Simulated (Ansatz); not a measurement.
# C2H3AlFN (SMILES [CH3][Al]([F])[C]#N): levels of theory compared

Wanted: a comparison of 6 runs (B2PLYP/cc-pVDZ, B3LYP/cc-pVDZ, PBE0/cc-pVDZ, RPA@PBE/cc-pVDZ, MP2/cc-pVDZ, CCSD(T)/cc-pVDZ) of C2H3AlFN. 

The calculation is run with Ansatz 0.2.0.

114 further runs of the same task are left out: 114 set aside as unsound or not needed. Runs told in other sessions of the task aren't counted.

## 1. The structure to begin with

C2H3AlFN has 8 atoms, charge 0, and is taken as a singlet. As SMILES, `[CH3][Al]([F])[C]#N`. One bond was lengthened or shortened from a relaxed shape.

Bond lengths: C1–Al2 1.922 Å, Al2–F3 1.642 Å, Al2–C4 2.221 Å, C4–N5 1.154 Å, C1–H6 1.094 Å, C1–H7 1.094 Å, C1–H8 1.092 Å. Angles: C1–Al2–F3 122.9°, C1–Al2–C4 123.0°, F3–Al2–C4 114.1°, Al2–C4–N5 177.1°, Al2–C1–H6 110.8°, Al2–C1–H7 110.8°, Al2–C1–H8 111.7°, H6–C1–H7 106.8°, H6–C1–H8 108.2°, H7–C1–H8 108.2°.

## 2. A single-point energy at B2PLYP/cc-pVDZ (run 1)

molecule.yaml

```yaml
crystal:
  periodic: [false, false, false]
  atoms:
    - symbol: C
      position_ang: [-0.779731, -1.020749, 0.846466]
    - symbol: Al
      position_ang: [0.750169, -0.218349, 0.003566]
    - symbol: F
      position_ang: [2.265869, -0.836049, 0.130466]
    - symbol: C
      position_ang: [0.623900, 1.626000, -1.228300]
    - symbol: "N"
      position_ang: [0.500000, 2.584900, -1.857400]
    - symbol: H
      position_ang: [-0.925531, -2.045749, 0.493266]
    - symbol: H
      position_ang: [-0.642731, -1.076049, 1.930266]
    - symbol: H
      position_ang: [-1.693131, -0.457049, 0.645666]
basis:
  gaussian: {orbitals: cc-pVDZ}
magnetization: {spin_polarized: false}
hamiltonian: {xc: {name: B2PLYP}}
correlation: {frozen_orbitals: {Al: 5, C: 1, F: 1, H: 0, "N": 1}}
accuracy: high
output: {orbitals: {seedname: orbitals}}
```

Run with:

```sh
$ ansatz run molecule.yaml --threads 1 --pin off --max-ram 2610MiB --events-out events.jsonl --progress --plain --runs-dir runs
```

What it wrote:

```text
Warning: RAYON_NUM_THREADS=1 ignored (pool sized by the plan → 1); use --threads N
Functional definition: B2PLYP
  name "B2PLYP"
  parameter a = 0.53
  parameter c = 0.27
  exchange = (1 - a)*b88_x + a*exact_x
  correlation = (1 - c)*lyp_c + c*(mp2_os + mp2_ss)
1989 factors; integrals over basis functions are off by at most 6.3e-9 eV
mean field evaluation 1: about -12906.7712 eV, gradient 5.5e1 eV
mean field evaluation 2: about -12907.1950 eV, gradient 5.5e1 eV
mean field evaluation 4: about -12913.3093 eV, gradient 1.2e1 eV
mean field evaluation 8: about -12913.6626 eV, gradient 1.0e0 eV
mean field evaluation 16: about -12913.6648 eV, gradient 2.2e-4 eV
mean field -12913.66477970 eV, -474.5684274576 hartree, gradient 1.5e-8 eV, S^2 0.000000; 0 other end points of the search recorded, 0 dependent functions left out
9 core orbitals not correlated: weight in the atoms' cores, before any rotation towards them, 1.000 or more for the frozen orbitals, at most 0.000 for the correlated occupied ones
reference -12913.66480558 eV, -474.5684284085 hartree; 13, 13 occupied and 67, 67 virtual orbitals, 1989 factors
second order -22.38373628 eV of doubles, -0.00000000 eV of singles
Total energy: -12919.70841437 eV, -474.7905269353 hartree
```

Wall time 13 s (1 thread of Arm Neoverse V2, shared host); peak memory 0.29 GiB.

## 3. The energy at B3LYP/cc-pVDZ (run 2)

input.yaml

```yaml
crystal:
  periodic: [false, false, false]
  atoms:
    - {symbol: C, position_ang: [-0.779731, -1.020749, 0.846466]}
    - {symbol: Al, position_ang: [0.750169, -0.218349, 0.003566]}
    - {symbol: F, position_ang: [2.265869, -0.836049, 0.130466]}
    - {symbol: C, position_ang: [0.623900, 1.626000, -1.228300]}
    - {symbol: "N", position_ang: [0.500000, 2.584900, -1.857400]}
    - {symbol: H, position_ang: [-0.925531, -2.045749, 0.493266]}
    - {symbol: H, position_ang: [-0.642731, -1.076049, 1.930266]}
    - {symbol: H, position_ang: [-1.693131, -0.457049, 0.645666]}
basis:
  gaussian: {orbitals: cc-pVDZ}
total_charge: 0
hamiltonian: {xc: {name: B3LYP}}
accuracy: high
output: {orbitals: {seedname: orbitals}}
```

Run with:

```sh
$ ansatz run input.yaml --threads 1 --pin off --max-ram 2610MiB --events-out events.jsonl --progress --plain --runs-dir runs
```

What it wrote:

```text
Warning: RAYON_NUM_THREADS=1 ignored (pool sized by the plan → 1); use --threads N
Functional definition: B3LYP
  name "B3LYP"
  parameter a0 = 0.2
  parameter ax = 0.72
  parameter ac = 0.81
  exchange = (1 - a0 - ax)*slater_x + ax*b88_x + a0*exact_x
  correlation = (1 - ac)*vwn_rpa_c + ac*lyp_c
1989 factors; integrals over basis functions are off by at most 6.3e-9 eV
mean field evaluation 1: about -12918.0090 eV, gradient 6.9e1 eV
mean field evaluation 2: about -12899.4181 eV, gradient 1.1e2 eV
mean field evaluation 4: about -12928.7721 eV, gradient 6.1e0 eV
mean field evaluation 8: about -12928.9888 eV, gradient 1.0e0 eV
mean field evaluation 16: about -12928.9914 eV, gradient 3.9e-5 eV
mean field -12928.99136532 eV, -475.1316690905 hartree, gradient 2.2e-8 eV, S^2 0.000000; 0 other end points of the search recorded, 0 dependent functions left out
reference -12928.99140594 eV, -475.1316705830 hartree; 22, 22 occupied and 67, 67 virtual orbitals, 1989 factors
Total energy: -12928.99140594 eV, -475.1316705830 hartree
```

Run time: 8.7 s. Hardware: 1 thread of Arm Neoverse V2, shared host; peak memory 0.29 GiB.

Run 3 isn't shown in full; the table further down has it.

## 4. The energy at RPA@PBE/cc-pVDZ (run 4)

job.yaml

```yaml
crystal:
  periodic: [false, false, false]
  atoms:
    - symbol: C
      position_ang: [-0.779731, -1.020749, 0.846466]
    - symbol: Al
      position_ang: [0.750169, -0.218349, 0.003566]
    - symbol: F
      position_ang: [2.265869, -0.836049, 0.130466]
    - symbol: C
      position_ang: [0.623900, 1.626000, -1.228300]
    - symbol: "N"
      position_ang: [0.500000, 2.584900, -1.857400]
    - symbol: H
      position_ang: [-0.925531, -2.045749, 0.493266]
    - symbol: H
      position_ang: [-0.642731, -1.076049, 1.930266]
    - symbol: H
      position_ang: [-1.693131, -0.457049, 0.645666]
basis:
  gaussian: {orbitals: cc-pVDZ}
hamiltonian: {xc: {name: PBE}}
correlation: {method: rpa, frozen_orbitals: {Al: 5, C: 1, F: 1, H: 0, "N": 1}}
accuracy: high
```

Run with:

```sh
$ ansatz run job.yaml --threads 1 --pin off --max-ram 2610MiB --events-out events.jsonl --progress --plain --runs-dir runs
```

What it wrote:

```text
Warning: RAYON_NUM_THREADS=1 ignored (pool sized by the plan → 1); use --threads N
Functional definition: PBE
  name "PBE"
  parameter kappa = 0.804
  parameter beta = 0.06672455060314922
  exchange = pbe_x(kappa = kappa, mu = beta*pi^2/3)
  correlation = pbe_c(beta = beta)
1989 factors; integrals over basis functions are off by at most 6.3e-9 eV
mean field evaluation 1: about -12903.7057 eV, gradient 7.6e1 eV
mean field evaluation 2: about -12903.6945 eV, gradient 7.6e1 eV
mean field evaluation 4: about -12910.8101 eV, gradient 5.3e1 eV
mean field evaluation 8: about -12917.3969 eV, gradient 5.7e-1 eV
mean field evaluation 16: about -12917.3968 eV, gradient 2.7e-4 eV
mean field -12917.39682763 eV, -474.7055776894 hartree, gradient 1.5e-8 eV, S^2 0.000000; 0 other end points of the search recorded, 0 dependent functions left out
9 core orbitals not correlated: weight in the atoms' cores, before any rotation towards them, 1.000 or more for the frozen orbitals, at most 0.000 for the correlated occupied ones
reference -12880.19716719 eV, -473.3385153830 hartree; 13, 13 occupied and 67, 67 virtual orbitals, 1989 factors
Total energy: -12908.12243348 eV, -474.3647499909 hartree
```

Run time: 13 s. Hardware: 1 thread of Arm Neoverse V2, shared host; peak memory 0.32 GiB.

Run 5 isn't shown in full; the table further down has it.

## 5. The energy at CCSD(T)/cc-pVDZ (run 6)

job.yaml

```yaml
crystal:
  periodic: [false, false, false]
  atoms:
    - {symbol: C, position_ang: [-0.779731, -1.020749, 0.846466]}
    - {symbol: Al, position_ang: [0.750169, -0.218349, 0.003566]}
    - {symbol: F, position_ang: [2.265869, -0.836049, 0.130466]}
    - {symbol: C, position_ang: [0.623900, 1.626000, -1.228300]}
    - {symbol: N, position_ang: [0.500000, 2.584900, -1.857400]}
    - {symbol: H, position_ang: [-0.925531, -2.045749, 0.493266]}
    - {symbol: H, position_ang: [-0.642731, -1.076049, 1.930266]}
    - {symbol: H, position_ang: [-1.693131, -0.457049, 0.645666]}
basis:
  gaussian: {orbitals: cc-pVDZ}
correlation: {method: ccsd_t, frozen_orbitals: {Al: 5, C: 1, F: 1, H: 0, "N": 1}}
accuracy: high
scf: {omitted_lower_state_checks: [cluster_reference, increment]}
```

Run with:

```sh
$ ansatz run job.yaml --threads 1 --pin off --max-ram 2610MiB --events-out events.jsonl --progress --plain --runs-dir runs
```

What it wrote:

```text
Warning: RAYON_NUM_THREADS=1 ignored (pool sized by the plan → 1); use --threads N
[... 12 lines left out ...]
9 core orbitals not correlated: weight in the atoms' cores, before any rotation towards them, 1.000 or more for the frozen orbitals, at most 0.000 for the correlated occupied ones
[... 24 lines left out ...]
Total energy: -12900.73257026 eV, -474.0931775264 hartree
Checks for a lower state left out: cluster_reference, increment
```

Run time: 26 s. Hardware: 1 thread of Arm Neoverse V2, shared host; peak memory 0.53 GiB.

## 6. The series

```csv
run,level,frozen core orbitals,energy (Eh),wall time
1,B2PLYP/cc-pVDZ,9,-474.790527,13 s
2,B3LYP/cc-pVDZ,–,-475.131671,8.7 s
3,PBE0/cc-pVDZ,–,-474.738965,8.7 s
4,RPA@PBE/cc-pVDZ,9,-474.364750,13 s
5,MP2/cc-pVDZ,9,-474.044587,3.6 s
6,CCSD(T)/cc-pVDZ,9,-474.093178,26 s
```

## 7. What came out

| quantity | value |
| --- | --- |
| run 6: total energy | -474.09318 Eh |
| run 6: correlation energy (9 core orbitals frozen) | -713.8 mEh |
| run 6: (T) correction | -21.45 mEh |
| run 6: T1 diagnostic | 0.014 |

What this shows: Over runs 1, 2, 3 the HOMO–LUMO gap runs from 7.02 eV (B3LYP/cc-pVDZ) to 9.71 eV (B2PLYP/cc-pVDZ). A double hybrid's value is that of its SCF part. Totals of different functionals can't be ranked against each other. All runs together took 72 s, the longest 26 s.
